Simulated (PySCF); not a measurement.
**C₂H₃BrGe: a tour of settings**

Aim: see how C₂H₃BrGe (`C#[C][GeH2][Br]`) answers to the choice of functional, basis, grid and SCF options, and what happens with inputs that are wrong on purpose.

The runs use PySCF 2.14.0, with density-fitted response routines of our own; the level of theory stands in each step. All values are computed, except where a source is named. Atoms count from 0, in the outputs and in this text.

## 1. The starting structure

7 atoms, charge 0, multiplicity 1; geometry from: GFN2-xTB.

Bonds of the start (Å): C0–C1 1.20, C1–Ge2 1.90, Ge2–Br3 2.27, C0–H4 1.05, Ge2–H5 1.51, Ge2–H6 1.50.

## 2. NMR shieldings: PBE0/pcSseg-1

What the job is given:

```
{"job": {"kind": "nmr", "xc": "PBE0", "basis": "pcSseg-1"}, "charge": 0, "multiplicity": 1}
C      1.895017     0.238473     0.730402
C      0.780358     0.002211     0.344671
Ge    -0.980775    -0.297315    -0.297069
Br    -1.593943     1.542071    -1.480628
H      2.872117     0.433610     1.071988
H     -1.952799    -0.443900     0.842691
H     -1.016642    -1.470246    -1.239132
```

Level: GIAO PBE0/pcSseg-1 NMR shielding, non-relativistic, gas phase.

The run is started by

```sh
$ OMP_NUM_THREADS=1 python probes_run.py task.json out
```

One launch serves the whole session: the jobs run in the order shown.

Standard output:

```text
coarse grid: 32528 points
cycle   1  E = -4727.8947182911  dE = -1.482e+00  |g| = 1.148e+00  |ddm| = 2.964e+00
cycle   2  E = -4727.8681966771  dE =  2.652e-02  |g| = 1.029e+00  |ddm| = 1.246e+00
cycle   3  E = -4727.9765645296  dE = -1.084e-01  |g| = 1.895e-01  |ddm| = 7.935e-01
cycle   4  E = -4727.9800179561  dE = -3.453e-03  |g| = 7.368e-02  |ddm| = 1.577e-01
cycle   5  E = -4727.9809558250  dE = -9.379e-04  |g| = 3.175e-02  |ddm| = 6.337e-02
cycle   6  E = -4727.9811960357  dE = -2.402e-04  |g| = 3.164e-03  |ddm| = 2.095e-02
cycle   7  E = -4727.9811978351  dE = -1.799e-06  |g| = 9.169e-04  |ddm| = 4.549e-03
final grid: 64648 points
cycle   8  E = -4727.9811920358  dE =  2.048e-08  |g| = 1.191e-03  |ddm| = 2.781e-03
cycle   9  E = -4727.9811919340  dE =  1.018e-07  |g| = 1.507e-03  |ddm| = 2.795e-03
cycle  10  E = -4727.9811923275  dE = -3.935e-07  |g| = 1.539e-04  |ddm| = 1.392e-03
cycle  11  E = -4727.9811923329  dE = -5.415e-09  |g| = 5.284e-05  |ddm| = 1.413e-04
cycle  12  E = -4727.9811923336  dE = -7.039e-10  |g| = 8.902e-06  |ddm| = 4.048e-05
converged SCF energy = -4727.9811923336

GIAO shielding tensors (ppm)
atom      isotropic    diamagn.    paramagn.     s11        s22        s33       span
  0 C       81.140     258.890    -177.751     -3.659      1.175    245.904    249.563
  1 C      100.467     268.486    -168.019     -2.490     11.113    292.779    295.269
  2 Ge    1438.998    2751.866   -1312.868   1370.162   1387.475   1559.356    189.194
  3 Br    2762.876    3122.986    -360.110   2573.045   2805.379   2910.203    337.158
  4 H       29.579      32.719      -3.140     24.408     24.461     39.867     15.459
  5 H       26.233      26.084       0.149     18.718     21.466     38.513     19.795
  6 H       26.239      26.087       0.152     18.723     21.472     38.522     19.798
```

It took 9.2 s on 1 thread of AMD EPYC 9R14, shared host; peak memory 0.65 GiB.

The references, computed at this level on geometries of the same kind, shield at (ppm): ¹H TMS 31.72, ¹³C TMS 186.9, ⁷³Ge GeMe4 1331, ⁷⁹Br HBr 2622. Their shielding less the atom's gives the shift. The references are single molecules in the gas phase. Atoms listed in one row are averaged.

| atoms | environment | σ (ppm) | δ (ppm) |
| --- | --- | --- | --- |
| C0 | terminal alkyne carbon | 81.1 | 105.8 |
| C1 | alkyne carbon | 100.5 | 86.5 |
| H5, H6 | hydrogen on a germanium bonded to C, Br | 26.24 | 5.48 |
| H4 | hydrogen on a terminal alkyne carbon | 29.58 | 2.14 |
| Ge2 | germanium bonded to C, Br, 2 H | 1439 | -108 |
| Br3 | bromine bonded to Ge | 2763 | -141 |

Charges from the same density, by scheme (e):

| atoms | Mulliken | IAO | Hirshfeld | ESP fit |
| --- | --- | --- | --- | --- |
| C0 | -0.26 | -0.17 | -0.08 | -0.43 |
| C1 | -0.17 | -0.31 | -0.16 | 0.06 |
| Ge2 | 0.66 | 0.67 | 0.37 | 0.05 |
| Br3 | -0.35 | -0.25 | -0.13 | -0.12 |

Mayer bond orders: C0–C1 2.68, C1–Ge2 0.81, Ge2–Br3 0.94.

## 3. Excited states and response: PBE0/def2-SVPD

Same as in step 2 but for these lines:

```diff
@@ -1,2 +1,2 @@
-{"job": {"kind": "nmr", "xc": "PBE0", "basis": "pcSseg-1"}, "charge": 0, "multiplicity": 1}
+{"job": {"kind": "uv", "xc": "PBE0", "basis": "def2-SVPD", "nstates": 6, "ntriplets": 2}, "charge": 0, "multiplicity": 1}
 C      1.895017     0.238473     0.730402
```

Method: TDDFT PBE0/def2-SVPD, vertical, gas phase, core orbitals frozen in the response.

Standard output:

```text
coarse grid: 32528 points
cycle   1  E = -4727.8093452992  dE = -1.298e+00  |g| = 5.251e-01  |ddm| = 6.240e+00
cycle   2  E = -4727.7945234900  dE =  1.482e-02  |g| = 6.058e-01  |ddm| = 1.714e+00
cycle   3  E = -4727.8592206282  dE = -6.470e-02  |g| = 4.458e-02  |ddm| = 8.738e-01
cycle   4  E = -4727.8593377953  dE = -1.172e-04  |g| = 2.919e-02  |ddm| = 7.293e-02
cycle   5  E = -4727.8595204670  dE = -1.827e-04  |g| = 1.212e-02  |ddm| = 4.897e-02
cycle   6  E = -4727.8595562110  dE = -3.574e-05  |g| = 1.747e-03  |ddm| = 1.783e-02
cycle   7  E = -4727.8595571531  dE = -9.421e-07  |g| = 2.754e-04  |ddm| = 3.883e-03
final grid: 64648 points
cycle   8  E = -4727.8595434655  dE = -2.392e-08  |g| = 3.132e-04  |ddm| = 2.946e-03
cycle   9  E = -4727.8595434585  dE =  7.005e-09  |g| = 3.743e-04  |ddm| = 1.034e-03
cycle  10  E = -4727.8595434913  dE = -3.275e-08  |g| = 4.914e-05  |ddm| = 5.375e-04
cycle  11  E = -4727.8595434918  dE = -5.512e-10  |g| = 1.517e-05  |ddm| = 7.348e-05
converged SCF energy = -4727.8595434918

Static polarisability (au): isotropic 72.174, principal 56.626 68.893 91.002

Singlet excitations
state   eV       nm        f      main configurations
  1   5.8277    212.7   0.00157   H->L 0.64, H-2->L 0.29
  2   6.0220    205.9   0.03030   H-1->L 0.91
  3   6.0613    204.6   0.00830   H-2->L 0.59, H->L 0.34
  4   6.3436    195.4   0.01334   H-3->L 0.71, H-2->L+1 0.20
  5   6.4644    191.8   0.00073   H-1->L+1 0.49, H-3->L+1 0.44
  6   7.2067    172.0   0.02465   H->L+1 0.82

Triplet excitations (Tamm-Dancoff, eV): 4.9095 5.3596
```

Wall time 7.9 s (1 thread of AMD EPYC 9R14, shared host); peak memory 0.6 GiB.

The orbitals next to the gap, with their largest atomic shares:

| orbital | eV | atoms |
| --- | --- | --- |
| HOMO−3 | -8.75 | C1 29 %, Br3 28 %, C0 28 % |
| HOMO−2 | -8.66 | C1 38 %, C0 36 %, Br3 16 % |
| HOMO−1 | -8.37 | Br3 65 %, C1 16 %, C0 14 % |
| HOMO | -8.32 | Br3 66 %, Ge2 12 %, C0 6 % |
| LUMO | -1.04 | Br3 28 %, Ge2 27 %, C1 17 % |
| LUMO+1 | -0.12 | C0 31 %, C1 29 %, Ge2 20 % |
| LUMO+2 | 0.09 | Ge2 38 %, H6 14 %, H5 14 % |

With each of the 6 states as a Gaussian band of 0.4 eV half-width at 1/e, the curve within the window shown has maxima at 204 nm (ε 1,900), 172 nm (ε 1,000) L/(mol cm). Beyond the last state computed it falls off for lack of states. The curve at chosen wavelengths:

nm, ε (L/mol/cm) and a bar:
```
      165        569 ########
      168        841 #############
      171        994 ###############
      174        967 ###############
      177        807 ############
      179        684 ##########
      182        559 ########
      185        565 ########
      188        714 ###########
      191        978 ###############
      194       1298 ####################
      197       1607 #########################
      200       1838 #############################
      202       1922 ##############################
      205       1924 ##############################
      208       1782 ############################
      211       1533 ########################
      214       1230 ###################
      217        923 ##############
      220        652 ##########
      223        435 ######
      225        322 #####
      228        197 ###
      231        115 #
      234         65 
      237         35
```

Further results of this job:

| property | computed |
| --- | --- |
| dipole moment (D) | 1.78 |
| polarisability (Å³) | 10.70 |
| HOMO–LUMO gap (eV) | 7.29 |
| −ε(HOMO) (eV) | 8.32 |

## 4. Shielding tensors: B97-2/Sadlej pVTZ in benzene

Same as in step 3 but for these lines:

```diff
@@ -1,2 +1,2 @@
-{"job": {"kind": "uv", "xc": "PBE0", "basis": "def2-SVPD", "nstates": 6, "ntriplets": 2}, "charge": 0, "multiplicity": 1}
+{"job": {"kind": "nmr", "xc": "B97-2", "basis": "Sadlej pVTZ", "solvent": "benzene", "pop": false, "scf": {"conv": 1e-06}}, "charge": 0, "multiplicity": 1}
 C      1.895017     0.238473     0.730402
```

Level: GIAO B97-2/Sadlej pVTZ NMR shielding, non-relativistic, IEF-PCM benzene.

Standard output:

```text
final grid: 64648 points
cycle   1  E = -4730.2093984732  dE = -5.364e+00  |g| = 1.083e+00  |ddm| = 1.154e+04
cycle   2  E = -4730.1869166781  dE =  2.248e-02  |g| = 1.064e+00  |ddm| = 5.013e+00
cycle   3  E = -4730.2719535450  dE = -8.504e-02  |g| = 2.000e-01  |ddm| = 2.490e+00
cycle   4  E = -4730.2740696564  dE = -2.116e-03  |g| = 5.845e-02  |ddm| = 3.540e-01
cycle   5  E = -4730.2741877222  dE = -1.181e-04  |g| = 3.678e-02  |ddm| = 1.117e-01
cycle   6  E = -4730.2745325326  dE = -3.448e-04  |g| = 2.870e-03  |ddm| = 5.562e-02
cycle   7  E = -4730.2745344568  dE = -1.924e-06  |g| = 7.891e-04  |ddm| = 1.499e-02
cycle   8  E = -4730.2745346046  dE = -1.478e-07  |g| = 1.274e-04  |ddm| = 2.809e-03
converged SCF energy = -4730.2745346046

GIAO shielding tensors (ppm)
atom      isotropic    diamagn.    paramagn.     s11        s22        s33       span
  0 C       98.635     314.998    -216.363     21.220     26.157    248.530    227.310
  1 C      120.678     198.779     -78.101     28.854     39.958    293.222    264.368
  2 Ge    1476.079    2764.707   -1288.628   1417.704   1428.979   1581.554    163.850
  3 Br    2732.946    3128.119    -395.173   2525.277   2743.572   2929.989    404.712
  4 H       28.623      44.328     -15.705     22.792     23.231     39.847     17.056
  5 H       26.374      24.538       1.836     18.896     21.716     38.510     19.614
  6 H       26.380      24.535       1.846     18.901     21.722     38.519     19.618
```

It took 14 s on 1 thread of AMD EPYC 9R14, shared host; peak memory 0.87 GiB.

This run: σ C0 98.6, C1 120.7, Ge2 1476, Br3 2733, H5 26.38, H4 28.62 ppm (means over like atoms).

## 5. Excited states and response: PBE0/3-21G

What the job is given:

```
{"job": {"kind": "uv", "xc": "PBE0", "basis": "3-21G", "nstates": 6, "ntriplets": 5, "tda": true, "scf": {"aux": "def2-universal-jkfit"}, "grid": 4}, "charge": 0, "multiplicity": 1}
C      1.895017     0.238473     0.730402
C      0.780358     0.002211     0.344671
Ge    -0.980775    -0.297315    -0.297069
Br    -1.593943     1.542071    -1.480628
H      2.872117     0.433610     1.071988
H     -1.952799    -0.443900     0.842691
H     -1.016642    -1.470246    -1.239132
```

Method: TDA PBE0/3-21G, vertical, gas phase, core orbitals frozen in the response.

Standard output:

```text
final grid: 164712 points
cycle   1  E = -4705.5888221571  dE = -4.120e+00  |g| = 3.232e-01  |ddm| = 2.813e+00
cycle   2  E = -4705.5882921766  dE =  5.300e-04  |g| = 3.374e-01  |ddm| = 1.030e+00
cycle   3  E = -4705.6195890512  dE = -3.130e-02  |g| = 1.242e-01  |ddm| = 4.871e-01
cycle   4  E = -4705.6233826199  dE = -3.794e-03  |g| = 2.306e-02  |ddm| = 1.273e-01
cycle   5  E = -4705.6235423597  dE = -1.597e-04  |g| = 3.135e-03  |ddm| = 3.706e-02
cycle   6  E = -4705.6235456841  dE = -3.324e-06  |g| = 7.993e-04  |ddm| = 6.119e-03
cycle   7  E = -4705.6235459003  dE = -2.162e-07  |g| = 1.375e-04  |ddm| = 1.317e-03
cycle   8  E = -4705.6235459066  dE = -6.288e-09  |g| = 1.884e-05  |ddm| = 2.433e-04
cycle   9  E = -4705.6235459067  dE = -1.228e-10  |g| = 1.110e-06  |ddm| = 3.397e-05
converged SCF energy = -4705.6235459067

Static polarisability (au): isotropic 47.858, principal 29.718 46.395 67.461

Singlet excitations
state   eV       nm        f      main configurations
  1   6.0041    206.5   0.00205   H->L 0.92
  2   6.1117    202.9   0.01670   H-1->L 0.95
  3   6.2207    199.3   0.00189   H-2->L 0.86
  4   6.6693    185.9   0.03378   H-3->L 0.67, H-2->L+1 0.28
  5   6.9109    179.4   0.00055   H-3->L+1 0.65, H-1->L+1 0.30
  6   7.5834    163.5   0.01620   H->L+1 0.95

Triplet excitations (Tamm-Dancoff, eV): 5.1223 5.5962 5.6843 5.6994 5.8283
```

It took 3.3 s on 1 thread of AMD EPYC 9R14, shared host; peak memory 0.52 GiB.

In short: HOMO -8.02 eV, LUMO -0.65 eV; lowest singlet 6.00 eV.

## 6. Ultraviolet spectrum: PBE00/cc-pVTZ

What the job is given:

```
{"job": {"kind": "uv", "xc": "PBE00", "basis": "cc-pVTZ", "nstates": 12, "ntriplets": 2, "tda": false, "scf": {"max_cycle": 89}}, "charge": 0, "multiplicity": 3}
C      1.895017     0.238473     0.730402
C      0.780358     0.002211     0.344671
Ge    -0.980775    -0.297315    -0.297069
Br    -1.593943     1.542071    -1.480628
H      2.872117     0.433610     1.071988
H     -1.952799    -0.443900     0.842691
H     -1.016642    -1.470246    -1.239132
```

Method: PBE00/cc-pVTZ.

Standard output:

```text
KeyError: "LibXCFunctional: name 'PBE00' not found."
```

It took 0.08 s on 1 thread of AMD EPYC 9R14, shared host.

Diagnosis: No functional is called PBE00: the name is misspelt. Besides, the multiplicity was changed in this input. Cure: type the name correctly, and undo the other change.

## 7. Run by run: NMR shifts

Isotropic shieldings (ppm), means over like atoms, with basis size and wall time:

| run | C0 | C1 | H5 | H4 | Ge2 | Br3 | functions | time |
| --- | --- | --- | --- | --- | --- | --- | --- | --- |
| PBE0/pcSseg-1 | 81.1 | 100.5 | 26.24 | 29.58 | 1439 | 2763 | 131 | 9.2 s |
| B97-2/Sadlej pVTZ in benzene | 98.6 | 120.7 | 26.38 | 28.62 | 1476 | 2733 | 203 | 14 s |

## 8. Comparing the runs: electronic excitations

Excitations and ground-state properties, with basis size and wall time:

| run | lowest singlet (eV) | brightest (eV) | f | gap (eV) | α (Å³) | μ (D) | functions | time |
| --- | --- | --- | --- | --- | --- | --- | --- | --- |
| PBE0/def2-SVPD | 5.83 | 6.02 | 0.030 | 7.29 | 10.70 | 1.78 | 143 | 7.9 s |
| PBE0/3-21G | 6.00 | 6.67 | 0.034 | 7.37 | 7.09 | 2.15 | 68 | 3.3 s |

## 9. Summary of results

```
                                                              quantity                                            value
                                ¹³C shifts against TMS (PBE0/pcSseg-1)                                  105.8, 86.5 ppm
¹H shifts against TMS (PBE0/pcSseg-1, means over atoms taken as alike)                                   5.48, 2.14 ppm
                             ⁷³Ge shifts against GeMe4 (PBE0/pcSseg-1)                                         -108 ppm
                               ⁷⁹Br shifts against HBr (PBE0/pcSseg-1)                                         -141 ppm
                                       lowest singlet (PBE0/def2-SVPD)                      5.83 eV (213 nm), f = 0.002
                              brightest single state of those computed                      state 2, 6.02 eV, f = 0.030
                                                        lowest triplet                                          4.91 eV
                                         range of the shielding of Ge2                                 1439 to 1476 ppm
                                           range of the lowest singlet                                  5.83 to 6.00 eV
                                         property runs in this session  5, of which 1 failed and 0 gave unsound results
```

In words: Single values in the summary come from the first sound run of each kind (PBE0/pcSseg-1; PBE0/def2-SVPD), which need not be the best level. At PBE0/pcSseg-1: The widest tensor belongs to Br3: span 337 ppm, with a paramagnetic part of -360 ppm. The first singlet state (HOMO→LUMO 0.64, HOMO−2→LUMO 0.29) lies at 5.83 eV and is weak; of the 6 states computed, the strongest absorption comes from state 2 at 6.02 eV. The lowest triplet lies 0.92 eV below the lowest singlet (triplets in Tamm-Dancoff, singlets in full TDDFT). In ppm, Ge2 moves most: its shielding spreads over 37 ppm, from 1439 (PBE0/pcSseg-1) to 1476 (B97-2/Sadlej pVTZ in benzene). The lowest singlet runs from 5.83 eV (PBE0/def2-SVPD) to 6.00 eV (PBE0/3-21G), while the orbital gap spans 7.29 to 7.37 eV. Some runs use the Tamm-Dancoff approximation and others full TDDFT, which shifts states apart from functional and basis. The lowest state need not be the same one in every run. Spin-orbit coupling is left out, which matters for shieldings and couplings at and beside the heavy atoms.
